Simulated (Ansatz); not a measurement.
# BF3H2S: a barrier at many levels of theory

How high is the barrier of this step (B1–S6 formed, F2–H5 formed, B1–F2 broken, H5–S6 broken), and how far do cheaper methods land from CCSD(T)?

Program: Ansatz 0.2.0, Gaussian basis. Level of theory: single points in def2-TZVPP on PBE0-D4/def2-TZVP structures. These are calculated values, not measurements.

Levels: SPW92, PBE-D4, BLYP-D4, r2SCAN-D4, B97M-V, PBE0-D4, B3LYP-D4, r2SCAN0-D4, BHLYP-D4, CAM-B3LYP-D4, wB97X-V, wB97M-V, B2PLYP, PBE-QIDH, RPA on PBE, Hartree-Fock, MP2, CCSD, CCSD(T). The reference is CCSD(T) at the basis limit, from triple and quadruple zeta. Zero-point energies come from PBE0-D4 vibrations.

Cores are frozen in the correlated methods. B3LYP uses VWN-RPA correlation. B2PLYP carries no dispersion term here.

22 further runs of the same task are left out: 22 set aside as unsound or not needed.

## (1) Start, saddle and end, as given

Charge 0, multiplicity 1. The folders r, ts and p hold the start, the saddle and the end; their coordinates stand in the first inputs.

```csv
pair,r (Å),ts (Å),p (Å)
B1–S6,2.850,1.992,1.816
F2–H5,3.196,1.129,0.931
B1–F2,1.319,1.611,3.523
H5–S6,1.342,1.681,2.294
```

## (2) wB97M-V/def2-TZVPP

r/in.yaml reads:

```yaml
crystal:
  periodic: [false, false, false]
  atoms:
    - {symbol: B, position_ang: [-1.115312, -0.547306, 0.049141]}
    - {symbol: F, position_ang: [-0.417919, -1.447440, 0.715529]}
    - {symbol: F, position_ang: [-1.332104, -0.717475, -1.238813]}
    - {symbol: F, position_ang: [-1.777745, 0.379644, 0.710051]}
    - {symbol: H, position_ang: [1.945675, 0.125636, -0.750884]}
    - {symbol: S, position_ang: [1.143697, 1.136511, -0.380800]}
    - {symbol: H, position_ang: [1.553606, 1.070429, 0.895776]}
basis:
  gaussian: {orbitals: def2-TZVPP}
hamiltonian: {xc: {name: wB97M-V}}
```

ts/in.yaml reads:

```yaml
crystal:
  periodic: [false, false, false]
  atoms:
    - {symbol: B, position_ang: [-0.671490, -0.125958, -0.122525]}
    - {symbol: F, position_ang: [0.249459, -1.382836, 0.286922]}
    - {symbol: F, position_ang: [-1.368422, -0.482052, -1.196632]}
    - {symbol: F, position_ang: [-1.314716, 0.275135, 0.970445]}
    - {symbol: H, position_ang: [1.055151, -0.654656, -0.020822]}
    - {symbol: S, position_ang: [0.956982, 0.928612, -0.575958]}
    - {symbol: H, position_ang: [1.092935, 1.441756, 0.658570]}
basis:
  gaussian: {orbitals: def2-TZVPP}
hamiltonian: {xc: {name: wB97M-V}}
```

p/in.yaml reads:

```yaml
crystal:
  periodic: [false, false, false]
  atoms:
    - {symbol: B, position_ang: [-0.991513, 0.470941, -0.277460]}
    - {symbol: F, position_ang: [1.277243, -2.120511, 0.462986]}
    - {symbol: F, position_ang: [-1.655580, -0.122155, -1.241455]}
    - {symbol: F, position_ang: [-1.608743, 0.769879, 0.842542]}
    - {symbol: H, position_ang: [1.278867, -1.270018, 0.084738]}
    - {symbol: S, position_ang: [0.758720, 0.872826, -0.546945]}
    - {symbol: H, position_ang: [0.940906, 1.399038, 0.675596]}
basis:
  gaussian: {orbitals: def2-TZVPP}
hamiltonian: {xc: {name: wB97M-V}}
```

The command line of these runs was not kept.

The runs that follow: CCSD(T)/def2-TZVPP; MP2/def2-QZVPP; Vibrations of the start structure; Vibrations of the end structure.

What does the calculation give? Wanted: barrier, CCSD(T)/CBS; reverse barrier, CCSD(T)/CBS; step energy, CCSD(T)/CBS; barrier with zero-point energy; step energy with zero-point energy; imaginary mode at the saddle; largest T1 diagnostic.

As calculated:

| quantity | value |
| --- | --- |
| barrier, CCSD(T)/CBS | 148.9 kJ/mol |
| reverse barrier, CCSD(T)/CBS | 69.8 kJ/mol |
| step energy, CCSD(T)/CBS | +79.1 kJ/mol |
| barrier with zero-point energy | 145.7 kJ/mol |
| step energy with zero-point energy | +83.5 kJ/mol |
| imaginary mode at the saddle | 863i cm⁻¹ |
| largest T1 diagnostic | 0.012 |

**Reading.** The functionals run from B3LYP-D4, off by -0.3 kJ/mol, to SPW92, off by -68.2 kJ/mol, against CCSD(T)/CBS. Mean unsigned error by rung: LDA 68.2, GGA 24.8, meta-GGA 11.6, hybrid 12.9, range-separated hybrid 5.0, double hybrid 4.8 kJ/mol. PBE-D4 gives a barrier 37.8 kJ/mol too low, outside chemical accuracy (1 kcal/mol, 4.2 kJ/mol). The barrier rises with the share of exact exchange, from BLYP-D4 through B3LYP-D4 to BHLYP-D4 (-11.7, -0.3, +20.8 kJ/mol). Hartree-Fock, with no correlation, is off by +74.3 kJ/mol. Zero-point motion lowers the barrier by 3.3 kJ/mol.
